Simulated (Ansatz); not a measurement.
# C12H22: a ladder of functionals and wavefunction methods

Aim: compute C12H22 with functionals from several rungs and with coupled cluster, and see how far each lands from CCSD(T) at the basis-set limit for the atomisation energy.

Method: functionals in def2-TZVPP, the program's frozen cores in correlated methods; program: Ansatz 0.2.0, Gaussian basis.

Levels to be run: PBE-D4, r2SCAN-D4, PBE0-D4, B3LYP-D4, ωB97X-V, ωB97M-V, B2PLYP; CCSD(T)/def2-TZVPP; MP2/def2-QZVPP; extrapolation to the limit.

**1. The geometry**

An earlier PBE0-D4 in a triple-zeta def2 set relaxation fixed the geometry.

SMILES `C1CCC(C2CCCCC2)CC1`, 34 atoms, charge 0, spin multiplicity 1.

Atoms are counted from 1 here; the program's logs count them from 0.

Bond lengths: C1–C2 1.521 Å, C1–C12 1.521 Å, C1–H13 1.094 Å, C1–H14 1.098 Å, C2–C3 1.525 Å, C2–H15 1.095 Å, C2–H16 1.094 Å, C3–C4 1.534 Å, C3–H17 1.097 Å, C3–H18 1.096 Å, C4–C5 1.541 Å, C4–C11 1.535 Å, C4–H19 1.098 Å, C5–C6 1.534 Å, C5–C10 1.545 Å, C5–H20 1.098 Å, C6–C7 1.521 Å, C6–H21 1.093 Å and more. Angles: C2–C1–C12 110.9°, C2–C1–H13 110.4°, C2–C1–H14 109.2°, C12–C1–H13 110.5°, C12–C1–H14 109.0°, H13–C1–H14 106.6°, C1–C2–C3 111.4°, C1–C2–H15 110.2°, C1–C2–H16 109.0°, C3–C2–H15 109.2°, C3–C2–H16 110.6°, H15–C2–H16 106.3°, C2–C3–C4 115.1°, C2–C3–H17 107.6°, C2–C3–H18 110.3°, C4–C3–H17 107.9°, C4–C3–H18 109.5°, H17–C3–H18 106.0° and more.

**2. PBE-D4 (GGA)**

in.yaml

```yaml
crystal:
  periodic: [false, false, false]
  atoms:
    - {symbol: C, position_ang: [-2.224843, -1.020842, -1.842984]}
    - {symbol: C, position_ang: [-2.651073, -0.369957, -0.536036]}
    - {symbol: C, position_ang: [-2.011393, -1.060681, 0.663990]}
    - {symbol: C, position_ang: [-0.486082, -1.203713, 0.594521]}
    - {symbol: C, position_ang: [0.280590, 0.012985, 1.147658]}
    - {symbol: C, position_ang: [-0.008589, 1.374768, 0.504044]}
    - {symbol: C, position_ang: [1.027894, 2.394971, 0.950256]}
    - {symbol: C, position_ang: [2.412869, 2.050923, 0.386847]}
    - {symbol: C, position_ang: [2.561074, 0.547101, 0.144304]}
    - {symbol: C, position_ang: [1.803089, -0.245858, 1.198277]}
    - {symbol: C, position_ang: [-0.058040, -1.721359, -0.786170]}
    - {symbol: C, position_ang: [-0.709987, -1.029012, -1.976805]}
    - {symbol: H, position_ang: [-2.682571, -0.506332, -2.693216]}
    - {symbol: H, position_ang: [-2.592051, -2.055234, -1.868450]}
    - {symbol: H, position_ang: [-3.740308, -0.405367, -0.434088]}
    - {symbol: H, position_ang: [-2.379566, 0.689221, -0.559881]}
    - {symbol: H, position_ang: [-2.441866, -2.067441, 0.734763]}
    - {symbol: H, position_ang: [-2.289172, -0.546923, 1.590993]}
    - {symbol: H, position_ang: [-0.224643, -2.003482, 1.299755]}
    - {symbol: H, position_ang: [-0.061345, 0.102884, 2.187483]}
    - {symbol: H, position_ang: [0.005816, 1.309240, -0.587002]}
    - {symbol: H, position_ang: [-1.012405, 1.707481, 0.778701]}
    - {symbol: H, position_ang: [0.735347, 3.403895, 0.647983]}
    - {symbol: H, position_ang: [1.060052, 2.402770, 2.045841]}
    - {symbol: H, position_ang: [3.187193, 2.393308, 1.080209]}
    - {symbol: H, position_ang: [2.580820, 2.590252, -0.550314]}
    - {symbol: H, position_ang: [2.174316, 0.292859, -0.847906]}
    - {symbol: H, position_ang: [3.618001, 0.266913, 0.137308]}
    - {symbol: H, position_ang: [2.190440, 0.032390, 2.184335]}
    - {symbol: H, position_ang: [2.002410, -1.316306, 1.091998]}
    - {symbol: H, position_ang: [1.030935, -1.695088, -0.880067]}
    - {symbol: H, position_ang: [-0.333729, -2.782432, -0.835341]}
    - {symbol: H, position_ang: [-0.414516, -1.541548, -2.897803]}
    - {symbol: H, position_ang: [-0.348678, -0.000376, -2.073193]}
basis:
  gaussian: {orbitals: def2-TZVPP}
hamiltonian: {xc: pbe, dispersion: d4}
output: {forces: true, orbitals: {seedname: orbitals}}
```

Run with:

```
$ ansatz run in.yaml --threads 11 --pin off --events-out ev --progress --plain --max-ram 174080MiB --backend cuda --devices 0, --max-vram 75GiB
```

Further steps of the session: r2SCAN-D4 (meta-GGA); PBE0-D4 (hybrid); B3LYP-D4 (hybrid); ωB97X-V (range-separated); ωB97M-V (range-separated); B2PLYP (double hybrid); CCSD(T) in def2-TZVPP; MP2 in def2-QZVPP.

Q: Predict the results of all the runs planned. Wanted: atomisation energy, CCSD(T)/CBS; farthest; mean size of error, hybrid; mean size of error, range-separated; gap, smallest and largest; T1 diagnostic; triples share of the correlation energy.

**Answer**, as computed:

| quantity | value |
| --- | --- |
| atomisation energy, CCSD(T)/CBS | 147.226 eV |
| functionals within 0.736 eV (0.5 %) | r2SCAN-D4, B3LYP-D4, ωB97X-V, ωB97M-V |
| farthest | PBE-D4 (+3.143 eV) |
| mean size of error, hybrid | 0.854 eV |
| mean size of error, range-separated | 0.477 eV |
| gap, smallest and largest | 6.70 eV (PBE-D4), 12.97 eV (ωB97X-V) |
| T1 diagnostic | 0.0091 |
| triples share of the correlation energy | 4.1 % |

**Reading.** PBE-D4 misses by +3.143 eV. Double hybrids carry the basis error of their MP2 part in triple zeta, and no dispersion term here, so their miss is partly the set-up's. The reference freezes the cores and leaves out relativity and excitations past (T), so misses under about 0.736 eV can't be ranked. Hartree-Fock recovers 76 % of the binding; the rest is correlation. The gap grows from 6.7 to 13.0 eV across the functionals, mostly with the share of exact exchange.
